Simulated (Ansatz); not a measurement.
LiBi2I2O2:

```
Bi I O Li
1.0
     4.23282    0.00000    0.00000
     0.00000    4.23282    0.00000
     0.00000    0.00000    9.99994
Bi I O Li
2 2 2 1
Direct
  0.00000 0.50000 0.10818
  0.50000 0.00000 0.89182
  0.50000 0.00000 0.32250
  0.00000 0.50000 0.67750
  0.00000 0.00000 0.00000
  0.50000 0.50000 0.00000
  0.00000 0.00000 0.50000
```

The cell comes from a database or a generator and needn't be the stable form of this composition.

Base run:

* Program: Ansatz 0.2.0
* Functional: PBE
* Potentials or basis: Ansatz PAW
* Cutoff: 420 eV
* Density cutoff: 1680 eV
* k mesh: 6 × 6 × 3
* Occupations: gaussian, width 0.05 eV
* Spin: no spin polarisation

Its results: band gap on the k mesh none (metal or under the smearing width); pressure 0.2 GPa; largest force 0.054 eV/Å.

**Question.** The run is repeated on the same cell with these changes: dispersion from none to D3(BJ). What comes out?

**Answer.** Band gap on the k mesh none (metal or under the smearing width); pressure -1.5 GPa; largest force 0.047 eV/Å.

Dispersion adds attraction, which lowers the pressure at fixed volume and, as a term added to the energy, leaves the levels alone.

Caveats: spin-orbit coupling is left out, which moves the levels of the heavy elements; an odd number of electrons without spin polarisation forces a metal; a magnetic or distorted state may lie lower; pairwise dispersion overbinds metals, which lowers pressure and volume (some runs).

Not every run made on this cell is shown here.
